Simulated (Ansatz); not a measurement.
# ScZn, 2 atoms: a scaling test

To be measured: the time of a single point at r2SCAN on ScZn, and how the time changes with the share of the machine.

Program: Ansatz 0.2.0 (single point, r2SCAN, plane waves PAW). Host: Arm Neoverse N1, 56 cores, 56 hardware threads, 90 GiB; it was booked for these runs alone, one at a time. Each run is timed once from launch to exit, start-up included.

**1. The system**

The cell holds 2 atoms in 37 Å³, with the atoms displaced at random so that no symmetry is left.

**2. Baseline**

Input file input.yaml:

```yaml
accuracy: high
crystal:
  lattice:
    - [3.334019, 0.000000, 0.000000]
    - [0.000000, 3.334019, 0.000000]
    - [0.000000, 0.000000, 3.334019]
  atoms:
    - { symbol: Sc, position: [-0.009666, -0.007572, 0.004521] }
    - { symbol: Zn, position: [0.506261, 0.488247, 0.491471] }
kpoints:
  mp_grid: { grid: [12, 12, 12] }
hamiltonian:
  xc: r2scan
scf:
  occupations: { method: fermi_dirac, width: 0.1 }
output: { forces: true, stress: true, eigenvalues: true }
```

Run with:

```
$ taskset -c 8-63 ansatz run input.yaml --threads 56 --backend cpu --max-ram 64GiB --events-out ev --progress --plain --runs-dir out
```

**3. On 8 threads**

input.yaml is that of step 2.

**4. On 1 thread**

input.yaml is that of step 3.

(Steps that only read results are left out.)

Q: Predict the timings and the best choice. Wanted: reference; fastest over threads; speed-up from 1 to 56 threads.

**Answer**, as computed:

| quantity | value |
| --- | --- |
| reference | 7.5 s on 56 threads |
| fastest over threads | 7.5 s on 56 |
| speed-up from 1 to 56 threads | 44 (78 % efficient) |

**Reading.** Going from 1 to 56 threads cuts the time by a factor of 44, 78 % of the ideal. In the reference run the eigensolver takes 61 % of the time. The figures hold for this build, input and host.
